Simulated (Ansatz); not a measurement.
## Rh, space group P6_3/mmc: an equation of state with a fit, step by step

With Ansatz 0.2.0, Python API.

The cells in order, each with its output:

In [1]:
```python
from dataclasses import dataclass

import ansatz as az
import numpy as np
from scipy.optimize import curve_fit
```

In [2]:
```python
@dataclass
class Options:
    functional: str = "r2scan"
    cutoff: int = 600
    filling: str = "cold"
    width_ev: float = 0.1
    mesh: tuple[int, ...] = (12, 12, 7)
```

In [3]:
```python
opts = Options()
```

In [4]:
```python
vectors0 = np.array([
    [2.730979, 0.0, 0.0],
    [-1.36549, 2.365097, 0.0],
    [0.0, 0.0, 4.428489],
])
sites = [
    ("Rh", [2 / 3, 1 / 3, 0.75]),
    ("Rh", [1 / 3, 2 / 3, 0.25]),
]
```

In [5]:
```python
def crystal_on(cell):
    crystal = az.Crystal(lattice=az.Lattice.of(cell))
    for symbol, position in sites:
        crystal = crystal.atom(symbol, position)
    return crystal

def vinet(v, e0, v0, b0, b1):
    eta = (v / v0) ** (1 / 3)
    return e0 + 2 * b0 * v0 / (b1 - 1) ** 2 * (2 - (5 + 3 * b1 * (eta - 1) - 3 * eta) * np.exp(-1.5 * (b1 - 1) * (eta - 1)))
```

In [6]:
```python
volumes, energies = [], []
for scale in np.linspace(0.88, 1.12, 7):
    cell = vectors0 * scale ** (1 / 3)
    model = (
        crystal_on(cell).calculation()
        .functional(opts.functional)
        .basis(opts.cutoff)
        .occupations(opts.filling, width=opts.width_ev)
        .kpoints(*opts.mesh)
    )
    data = model.run().report
    volumes.append(abs(np.linalg.det(cell)) / len(sites))
    energies.append(data["free_energy_ev"] / len(sites))
    print(f"V = {volumes[-1]:8.4f} A^3/atom  F = {energies[-1]:.5f} eV/atom")
```
```text
V =  12.5856 A^3/atom  F = -6415.12247 eV/atom
V =  13.1577 A^3/atom  F = -6415.20242 eV/atom
V =  13.7298 A^3/atom  F = -6415.22774 eV/atom
V =  14.3019 A^3/atom  F = -6415.21071 eV/atom
V =  14.8739 A^3/atom  F = -6415.16095 eV/atom
V =  15.4460 A^3/atom  F = -6415.08604 eV/atom
V =  16.0181 A^3/atom  F = -6414.99197 eV/atom
```

In [7]:
```python
guess = (min(energies), volumes[int(np.argmin(energies))], 0.5, 4.5)
(e0, v0, b0, b1), _ = curve_fit(vinet, np.array(volumes), np.array(energies), p0=guess, maxfev=20000)
print(f"Vinet fit: V0 = {v0:.4f} A^3/atom, B0 = {160.21766 * b0:.1f} GPa, B1 = {b1:.2f}")
print("largest residual", round(1000 * float(np.abs(vinet(np.array(volumes), e0, v0, b0, b1) - energies).max()), 3), "meV/atom")
```
```text
Vinet fit: V0 = 13.7621 A^3/atom, B0 = 280.0 GPa, B1 = 5.14
largest residual 0.02 meV/atom
```

A third-order Birch-Murnaghan fit through the 7 points has its minimum at 13.76 Å³ an atom, 3.8 % below the typed cell, with a bulk modulus of 279 GPa. From that minimum the energy rises by 105.3 meV an atom on the compressed side and 235.8 meV on the expanded side.

Notes:
- Absolute energies stand on the zero of these potentials, so only differences at equal settings mean something.
- Shape and fractional positions are held along the curve, so the bulk modulus is an upper value where they are free to relax, by a factor of two or more in layered or hydrogen-bonded cells.
- This isn't the structure that Rh takes at ambient conditions.
- Hardware and time: 37 s on 1 thread of Arm Neoverse V1 (shared host), peak memory 0.51 GiB.
